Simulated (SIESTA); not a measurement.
Crystal: TiSi.

```
Ti Si
1.0
     6.51223    0.00000    0.00000
     0.00000    3.63174    0.00000
     0.00000    0.00000    4.99348
Ti Si
4 4
Direct
  0.17568 0.25000 0.12822
  0.82432 0.75000 0.87178
  0.32432 0.75000 0.62822
  0.67568 0.25000 0.37178
  0.04393 0.25000 0.64460
  0.95607 0.75000 0.35540
  0.45607 0.75000 0.14460
  0.54393 0.25000 0.85540
```

The cell comes from a database or a generator and needn't be the stable form of this composition.

```yaml
Program: SIESTA 5.4.2
Task: single point
Functional: PBEsol
Potentials_or_basis: PseudoDojo 0.4 standard (PBEsol files)
Basis: DZP (energy shift 0.003 Ry; two zetas on semicore shells)
Grid_cutoff: 800 Ry
Energy_shift: 0.003 Ry
k_mesh: 4 × 7 × 6
Occupations: fermi-dirac, width 0.05 eV
Spin: no spin polarisation
```

On this cell: pressure -2.2 GPa; largest force 0.178 eV/Å; band gap on the k mesh none (metal or under the smearing width).

The same run follows on a disturbed copy (atoms moved at random, drawn with an rms of 0.05 Å):

```xyz
8
Lattice="6.5122 0.0000 0.0000 0.0000 3.6317 0.0000 0.0000 0.0000 4.9935" Properties=species:S:1:pos:R:3 pbc="T T T"
Ti    1.1618    0.9685    0.6164
Ti    5.3894    2.7511    4.3300
Ti    2.1409    2.7306    3.1446
Ti    4.4055    0.9022    1.9110
Si    0.3337    0.8923    3.2504
Si    6.2522    2.7226    1.7281
Si    2.9665    2.7624    0.7149
Si    3.4996    0.8784    4.2939
```

What changes?

The energy (extrapolated to zero smearing) moves by +14.7 meV/atom; pressure -1.9 GPa; largest force 1.169 eV/Å; band gap on the k mesh none (metal or under the smearing width).

Forces on the atoms (eV/Å):
```
Ti  -0.079 -0.489  0.435
Ti  -0.308 -0.397  0.086
Ti  -0.186 -0.234 -0.286
Ti   0.028  0.204 -0.466
Si  -0.301  0.382 -0.551
Si  -0.145  0.220  0.432
Si   0.221 -0.540  0.561
Si   0.772  0.853 -0.210
```

Stress tensor (GPa, compression positive):
```
-2.30  0.25 -0.45
 0.25 -2.17 -0.18
-0.45 -0.18 -1.14
```

Caveats: the basis of atomic orbitals isn't converged, which shifts pressures, moduli and gaps.
